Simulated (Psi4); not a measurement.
**C6H12Cl4Si4 (SMILES Cl[Si@]12C[Si@]3(Cl)C[Si@](Cl)(C1)C[Si@](Cl)(C2)C3) at BLYP/6-31G(d) (DKH3, density fitting, Cartesian functions)**

What is the energy change on altering one bond length of C6H12Cl4Si4 at BLYP/6-31G* (DKH3, density fitting, Cartesian functions)? 

The results are computed with Psi4 1.11.

## 1. The system as given

The species is C6H12Cl4Si4 (26 atoms), meant as a singlet with charge 0. As SMILES, `Cl[Si@]12C[Si@]3(Cl)C[Si@](Cl)(C1)C[Si@](Cl)(C2)C3`. The coordinates come from a GFN2-xTB relaxation. This is one conformer, not always the lowest.

Some bond lengths: Cl1–Si2 2.037 Å, Si2–C3 1.902 Å, C3–Si4 1.902 Å, Si4–Cl5 2.037 Å, Si4–C6 1.902 Å, C6–Si7 1.902 Å, Si7–Cl8 2.037 Å, Si2–C9 1.902 Å, Si7–C9 1.902 Å, Si7–C10 1.902 Å, C10–Si11 1.902 Å, Si11–Cl12 2.037 Å, Si2–C13 1.902 Å, Si11–C13 1.902 Å, Si4–C14 1.902 Å, Si11–C14 1.902 Å. Some angles: Cl1–Si2–C3 110.4°, Cl1–Si2–C9 110.4°, Cl1–Si2–C13 110.3°, C3–Si2–C9 108.5°, C3–Si2–C13 108.6°, C9–Si2–C13 108.6°, Si2–C3–Si4 111.3°, C3–Si4–Cl5 110.4°, C3–Si4–C6 108.6°, C3–Si4–C14 108.6°.

## 2. The response to a field at BLYP/6-31G(d) (DKH3, density fitting, Cartesian functions)

File calc.inp:

```
memory 3300 MB

molecule {
  Cl    -3.958350     0.104350     0.009330
  Si    -1.922420     0.050410     0.004260
  C     -1.217650     1.720010    -0.573960
  Si     0.684520     1.698540    -0.586800
  Cl     1.409200     3.497440    -1.208930
  C      1.266940     0.311990    -1.751750
  Si     0.602260    -1.381130    -1.194740
  Cl     1.239530    -2.844260    -2.460270
  C     -1.298580    -1.308930    -1.171240
  C      1.218140    -1.720050     0.572930
  Si     0.635310    -0.367820     1.777430
  Cl     1.308570    -0.757280     3.659720
  C     -1.265970    -0.312810     1.752480
  C      1.297410     1.309620     1.171540
  H     -1.591910     1.954950    -1.568760
  H     -1.574370     2.517640     0.075150
  H      0.940640     0.521650    -2.768830
  H      2.354740     0.289490    -1.785690
  H     -1.674800    -1.129820    -2.176870
  H     -1.701880    -2.273770    -0.869010
  H      2.305040    -1.779710     0.581360
  H      0.863020    -2.692720     0.908640
  H     -1.623920     0.444610     2.447490
  H     -1.668150    -1.259180     2.109540
  H      0.986940     2.098240     1.854580
  H      2.385750     1.308560     1.192410
}

set {
  basis        6-31G*
  reference    rks
  relativistic dkh
  dkh_order    3
}

result, w = properties("blyp", properties=['dipole_polarizabilities'], return_wfn=True)
print_variables()
```

Started as:

```console
$ psi4 calc.inp calc.out -n 1
```

calc.out:

```text
[...]
  Running in c1 symmetry.
[...]
  Nuclear repulsion = 2029.806281510168901
[...]
  Multiplicity = 1
[...]
  Nalpha       = 86
  Nbeta        = 86
[...]
    Number of basis functions: 266
[...]
   @DF-RKS iter   1: -3240.10605016429054    1.50168e+00   6.67061e-03 DIIS/ADIIS
[...]
   @DF-RKS iter   9: -3241.71667807534686   -4.20278e-08   2.02322e-07 DIIS
[...]
    Orbital Energies [Eh]
    ---------------------
    Doubly Occupied:
       1A   -101.118359     2A   -101.118351     3A   -101.118349
       4A   -101.118333     5A    -65.711440     6A    -65.711438
       7A    -65.711432     8A    -65.711416     9A     -9.923311
      10A     -9.923305    11A     -9.923293    12A     -9.923279
      13A     -9.923274    14A     -9.923272    15A     -9.237726
      16A     -9.237718    17A     -9.237716    18A     -9.237698
      19A     -7.014855    20A     -7.014854    21A     -7.014846
      22A     -7.014831    23A     -7.008275    24A     -7.008266
      25A     -7.008265    26A     -7.008263    27A     -7.008257
      28A     -7.008253    29A     -7.008247    30A     -7.008236
      31A     -5.122730    32A     -5.122729    33A     -5.122722
      34A     -5.122710    35A     -3.521829    36A     -3.521828
[...]
  @DF-RKS Final Energy: -3241.71667807534686
   => Energetics <=
    Nuclear Repulsion Energy =           2029.8062815101689011
    One-Electron Energy =               -8521.1658321049872029
    Two-Electron Energy =                3483.6419151715153930
    DFT Exchange-Correlation Energy =    -233.9990426520446363
    Empirical Dispersion Energy =           0.0000000000000000
    VV10 Nonlocal Energy =                  0.0000000000000000
    Total Energy =                      -3241.7166780753468629
[...]
 Multipole Moments:
 ------------------------------------------------------------------------------------
     Multipole            Electronic (a.u.)      Nuclear  (a.u.)        Total (a.u.)
 ------------------------------------------------------------------------------------
 L = 1.  Multiply by 2.5417464519 to convert [e a0] to [Debye]
 Dipole X            :         -0.0030037            0.0029304           -0.0000733
 Dipole Y            :          0.0006050           -0.0004369            0.0001681
 Dipole Z            :          0.0003565            0.0001737            0.0005302
 Magnitude           :                                                    0.0005611
[...]
```

Wall time 2.4 min (1 thread of Intel Xeon Gold 6455B (Sapphire Rapids), shared host); peak memory 2.7 GiB.

## 3. The distorted shape, same level

File c6h12cl4si4.inp:

```
memory 3300 mb

molecule {
  0 1
  Cl    -7.21179205     0.93235308    -0.23610427
  Si    -3.36444194     0.83042125    -0.24568518
  C     -2.03261966     3.98550799    -1.33836262
  Si     1.56196069     3.94493557    -1.36262671
  Cl     2.93140742     7.34436389    -2.53828202
  C      2.66257498     1.32473581    -3.56406316
  Si     1.40651182    -1.87479729    -2.51146681
  Cl     2.61077758    -4.63971227    -4.90297191
  C     -2.18555519    -1.73835906    -2.46705824
  C      2.57035634    -2.51526327     0.82894537
  Si     1.46896726     0.04008109     3.10512049
  Cl     2.74124428    -0.69589165     6.66213308
  C     -2.12393122     0.14403493     3.05797182
  C      2.72015493     3.20998328     1.96015433
  H     -2.73986855     4.42948024    -3.21826217
  H     -2.70672276     5.49281023    -0.11172250
  H      2.04595734     1.72093579    -5.48606580
  H      4.71821906     1.28221697    -3.62820046
  H     -2.89650795    -1.39989022    -4.36742353
  H     -2.94768174    -3.56164242    -1.89592632
  H      4.62429967    -2.62800433     0.84487576
  H      1.63087144    -5.08850333     1.71708075
  H     -2.80035869     1.57535129     4.37135038
  H     -2.88394127    -1.64434519     3.73271743
  H      2.13345166     4.70025910     3.25091286
  H      4.77681946     3.20798017     1.99959291
  units bohr
}

set basis 6-31G*
set reference rks
set relativistic dkh
set dkh_order 3

energy_value, wavefunction = properties("blyp", properties=['dipole_polarizabilities'], return_wfn=True)
```

Started as:

```console
$ psi4 c6h12cl4si4.inp c6h12cl4si4.out -n 1
```

c6h12cl4si4.out:

```text
[...]
  Running in c1 symmetry.
[...]
  Nuclear repulsion = 2027.337045540965391
[...]
  Multiplicity = 1
[...]
  Nalpha       = 86
  Nbeta        = 86
[...]
    Number of basis functions: 266
[...]
   @DF-RKS iter   1: -3240.01054283628082    1.47974e+00   6.71026e-03 ADIIS/DIIS
[...]
   @DF-RKS iter  10: -3241.66916852710756   -9.26007e-08   2.60306e-07 DIIS
[...]
    Orbital Energies [Eh]
    ---------------------
    Doubly Occupied:
       1A   -101.119826     2A   -101.118437     3A   -101.117961
       4A   -101.117941     5A    -65.713524     6A    -65.713511
       7A    -65.713221     8A    -65.711565     9A     -9.953623
      10A     -9.926214    11A     -9.926211    12A     -9.924189
      13A     -9.923096    14A     -9.923094    15A     -9.239185
      16A     -9.237805    17A     -9.237326    18A     -9.237304
      19A     -7.016331    20A     -7.014940    21A     -7.014492
      22A     -7.014464    23A     -7.009724    24A     -7.009720
      25A     -7.008350    26A     -7.008343    27A     -7.007885
      28A     -7.007858    29A     -7.007818    30A     -7.007807
      31A     -5.124658    32A     -5.124646    33A     -5.124531
      34A     -5.122869    35A     -3.523750    36A     -3.523738
[...]
  @DF-RKS Final Energy: -3241.66916852710756
   => Energetics <=
    Nuclear Repulsion Energy =           2027.3370455409653914
    One-Electron Energy =               -8516.1423212791196420
    Two-Electron Energy =                3481.0268532817690357
    DFT Exchange-Correlation Energy =    -233.8907460707227983
    Empirical Dispersion Energy =           0.0000000000000000
    VV10 Nonlocal Energy =                  0.0000000000000000
    Total Energy =                      -3241.6691685271075585
[...]
 Multipole Moments:
 ------------------------------------------------------------------------------------
     Multipole            Electronic (a.u.)      Nuclear  (a.u.)        Total (a.u.)
 ------------------------------------------------------------------------------------
 L = 1.  Multiply by 2.5417464519 to convert [e a0] to [Debye]
 Dipole X            :          0.1530359           -0.1269512            0.0260848
 Dipole Y            :          0.4902264           -0.3561814            0.1340450
 Dipole Z            :         -0.1684990            0.1229564           -0.0455425
 Magnitude           :                                                    0.1439535
[...]
```

Run time: 2.7 min. Hardware: 1 thread of Intel Xeon Gold 6455B (Sapphire Rapids), shared host; peak memory 2.7 GiB.

## 4. What came out

At BLYP/6-31G* (DKH3, density fitting, Cartesian functions):

```
                                                           quantity           value
                                          first shape: total energy  -3241.71668 Eh
                                         first shape: dipole moment          0.00 D
                                           first shape: HOMO energy        -6.65 eV
                                           first shape: LUMO energy        -1.17 eV
                                         first shape: HOMO–LUMO gap         5.48 eV
                            first shape: mean static polarisability     182.0 bohr³
                                      distorted shape: total energy  -3241.66917 Eh
                                     distorted shape: dipole moment          0.37 D
                                       distorted shape: HOMO energy        -6.66 eV
                                       distorted shape: LUMO energy        -1.32 eV
                                     distorted shape: HOMO–LUMO gap         5.34 eV
                        distorted shape: mean static polarisability     185.7 bohr³
energy change with the C10–H22 bond stretched from 1.089 to 1.524 Å        1.293 eV
```

With the C10–H22 bond stretched from 1.089 to 1.524 Å the energy rises by 1.29 eV (125 kJ/mol). The first shape isn't relaxed at this level, so the change isn't measured from a minimum.
